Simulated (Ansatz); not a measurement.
# C₂H₆GeO₂Si: up Jacob's ladder to CCSD(T)

The task here is to estimate one member of a computed series from the others.

Program: Ansatz 0.2.0, Gaussian basis. Level of theory: functionals in def2-TZVPP, the program's frozen cores in correlated methods. These are calculated values, not measurements.

The runs, in order: PBE-D4, r2SCAN-D4, PBE0-D4, B3LYP-D4, ωB97X-V, ωB97M-V, B2PLYP; CCSD(T)/def2-TZVPP; MP2/def2-QZVPP; extrapolation to the limit.

## The relaxed structure

The geometry comes from an earlier relaxation with PBE0-D4 in a triple-zeta def2 set; it is a stationary point, not always the lowest conformer.

SMILES `O[SiH2]C#[C][GeH2][OH]`, 12 atoms, charge 0, spin multiplicity 1.

Atoms are counted from 1 here; the program's logs count them from 0.

Bond lengths: O1–Si2 1.641 Å, O1–H7 0.958 Å, Si2–C3 1.830 Å, Si2–H8 1.478 Å, Si2–H9 1.485 Å, C3–C4 1.215 Å, C4–Ge5 1.907 Å, Ge5–O6 1.776 Å, Ge5–H10 1.536 Å, Ge5–H11 1.528 Å, O6–H12 0.960 Å. Angles: Si2–O1–H7 117.9°, O1–Si2–C3 111.3°, O1–Si2–H8 106.2°, O1–Si2–H9 112.1°, C3–Si2–H8 109.7°, C3–Si2–H9 106.8°, H8–Si2–H9 110.8°, Si2–C3–C4 178.9°, C3–C4–Ge5 179.3°, C4–Ge5–O6 109.1°, C4–Ge5–H10 108.1°, C4–Ge5–H11 110.6°, O6–Ge5–H10 110.8°, O6–Ge5–H11 105.0°, H10–Ge5–H11 113.2°, Ge5–O6–H12 112.6°.

The first run:

The input, in.yaml:

```yaml
crystal:
  periodic: [false, false, false]
  atoms:
    - {symbol: O, position_ang: [-0.114835, 0.446265, -3.351265]}
    - {symbol: Si, position_ang: [0.973527, 0.745658, -2.160455]}
    - {symbol: C, position_ang: [0.259189, 0.416370, -0.507860]}
    - {symbol: C, position_ang: [-0.218006, 0.174992, 0.582893]}
    - {symbol: Ge, position_ang: [-0.946189, -0.199488, 2.305023]}
    - {symbol: O, position_ang: [-0.508341, -1.855958, 2.772208]}
    - {symbol: H, position_ang: [-0.550817, -0.406992, -3.356660]}
    - {symbol: H, position_ang: [1.326489, 2.175820, -2.275886]}
    - {symbol: H, position_ang: [2.183549, -0.106450, -2.282624]}
    - {symbol: H, position_ang: [-0.368104, 0.819059, 3.299563]}
    - {symbol: H, position_ang: [-2.473162, -0.193256, 2.255505]}
    - {symbol: H, position_ang: [0.436689, -2.016000, 2.719568]}
basis:
  gaussian: {orbitals: def2-TZVPP}
hamiltonian: {xc: pbe, dispersion: d4}
output: {forces: true, orbitals: {seedname: orbitals}}
```

On the command line:

```sh
$ ansatz run in.yaml --threads 2 --pin off --events-out ev --progress --plain --max-ram 22528MiB --backend cuda --devices 0, --max-vram 18GiB
```

Among the steps run: PBE-D4 (GGA); r2SCAN-D4 (meta-GGA); PBE0-D4 (hybrid); B3LYP-D4 (hybrid); ωB97X-V (range-separated); ωB97M-V (range-separated); B2PLYP (double hybrid); CCSD(T) in def2-TZVPP; MP2 in def2-QZVPP.

One of the session's tables, all rows but one given; the rest of the session is left out.

| method | atomisation energy (kJ/mol) |
| --- | --- |
| PBE-D4 | 4543.8 |
| r2SCAN-D4 | 4489.4 |
| PBE0-D4 | 4446.4 |
| B3LYP-D4 | 4457.5 |
| ωB97X-V | 4492.5 |
| ωB97M-V | 4481.3 |
| B2PLYP | 4440.7 |
| HF/def2-TZVPP | 3186.4 |
| MP2/def2-TZVPP | ? |
| CCSD/def2-TZVPP | 4308.3 |
| CCSD(T)/def2-TZVPP | 4388.4 |
| MP2/CBS | 4616.5 |
| CCSD(T)/CBS | 4507.7 |

Q: Estimate the row for MP2/def2-TZVPP from the others.

**Answer.** atomisation energy (kJ/mol): 4497.2. In the column «atomisation energy (kJ/mol)» it lies between ωB97X-V (4492.5) and CCSD(T)/CBS (4507.7).

Limits of these values: Free atoms (2 O, 1 Si, 2 C, 1 Ge, 6 H) were run apart at each level; the atomisation energy is their sum less the molecule, without zero-point or spin-orbit terms.
